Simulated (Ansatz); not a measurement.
# Ge₂H₅F: a ladder of functionals and wavefunction methods

The task here is to estimate one member of a computed series from the others.

Method: functionals in def2-TZVPP, the program's frozen cores in correlated methods; program: Ansatz 0.2.0, Gaussian basis.

Plan: LDA (SPW92), PBE-D4, revPBE-D4, BLYP-D4, r2SCAN-D4, B97M-V, PBE0-D4, B3LYP-D4, r2SCANh-D4, r2SCAN0-D4, HSE06-D4, BHLYP-D4, CAM-B3LYP-D4, LC-ωPBE, ωB97X-V, ωB97M-V, B2PLYP, PBE-QIDH; CCSD(T)/def2-SVP; CCSD(T)/def2-TZVPP; MP2/def2-QZVPP; extrapolation to the limit; RPA on PBE.

## Structure used throughout

An earlier PBE0-D4 in a triple-zeta def2 set relaxation fixed the geometry.

SMILES `[F][GeH2][GeH3]`, 8 atoms, charge 0, spin multiplicity 1.

Atoms are counted from 1 here; the program's logs count them from 0.

Bond lengths: F1–Ge2 1.750 Å, Ge2–Ge3 2.424 Å, Ge2–H4 1.539 Å, Ge2–H5 1.539 Å, Ge3–H6 1.534 Å, Ge3–H7 1.537 Å, Ge3–H8 1.534 Å. Angles: F1–Ge2–Ge3 106.5°, F1–Ge2–H4 105.5°, F1–Ge2–H5 105.5°, Ge3–Ge2–H4 114.0°, Ge3–Ge2–H5 114.0°, H4–Ge2–H5 110.5°, Ge2–Ge3–H6 109.8°, Ge2–Ge3–H7 109.0°, Ge2–Ge3–H8 109.7°, H6–Ge3–H7 109.2°, H6–Ge3–H8 109.8°, H7–Ge3–H8 109.3°.

Set-up of the first run:

The input, in.yaml:

```yaml
crystal:
  periodic: [false, false, false]
  atoms:
    - {symbol: F, position_ang: [-1.946315, 1.164451, -0.521584]}
    - {symbol: Ge, position_ang: [-0.399940, 0.498761, -0.998600]}
    - {symbol: Ge, position_ang: [0.529394, -0.564590, 0.971939]}
    - {symbol: H, position_ang: [-0.709970, -0.475314, -2.148961]}
    - {symbol: H, position_ang: [0.420918, 1.695247, -1.511311]}
    - {symbol: H, position_ang: [0.723821, 0.477555, 2.080966]}
    - {symbol: H, position_ang: [1.890307, -1.182711, 0.613160]}
    - {symbol: H, position_ang: [-0.416014, -1.670497, 1.458692]}
basis:
  gaussian: {orbitals: def2-TZVPP}
hamiltonian: {xc: lda}
output: {orbitals: {seedname: orbitals}}
```

Command:

```sh
> ansatz run in.yaml --threads 4 --pin off --events-out ev --progress --plain --max-ram 10444MiB
```

Among the steps run: LDA; PBE-D4 (GGA); revPBE-D4 (GGA); BLYP-D4 (GGA); r2SCAN-D4 (meta-GGA); B97M-V (meta-GGA); PBE0-D4 (hybrid); B3LYP-D4 (hybrid); r2SCANh-D4 (hybrid); r2SCAN0-D4 (hybrid); HSE06-D4 (hybrid); BHLYP-D4 (hybrid); CAM-B3LYP-D4 (range-separated); LC-ωPBE (range-separated); ωB97X-V (range-separated); ωB97M-V (range-separated); B2PLYP (double hybrid); PBE-QIDH (double hybrid).

One table of the session follows, with a row left open; its other results are not shown here.

It belongs to the step «Frontier levels by functional». 

```
  functional  HOMO (eV)  gap (eV)
 LDA (SPW92)      -7.28      5.69
      PBE-D4      -7.16      5.82
   revPBE-D4      -7.12      5.90
     BLYP-D4      -7.04      5.82
   r2SCAN-D4      -7.48      6.40
      B97M-V      -7.59      6.39
     PBE0-D4          ?         ?
    B3LYP-D4      -8.16      7.44
  r2SCANh-D4      -7.92      7.13
  r2SCAN0-D4      -8.56      8.21
    HSE06-D4      -7.97      7.10
    BHLYP-D4      -9.42      9.81
CAM-B3LYP-D4      -9.63     10.16
     LC-ωPBE     -10.90     12.63
     ωB97X-V     -10.59     12.16
     ωB97M-V     -10.41     11.77
```

Q: Estimate the row for PBE0-D4 from the others.

As computed: HOMO (eV): -8.36; gap (eV): 7.87. In the column «HOMO (eV)» it lies between r2SCAN0-D4 (-8.56) and B3LYP-D4 (-8.16).
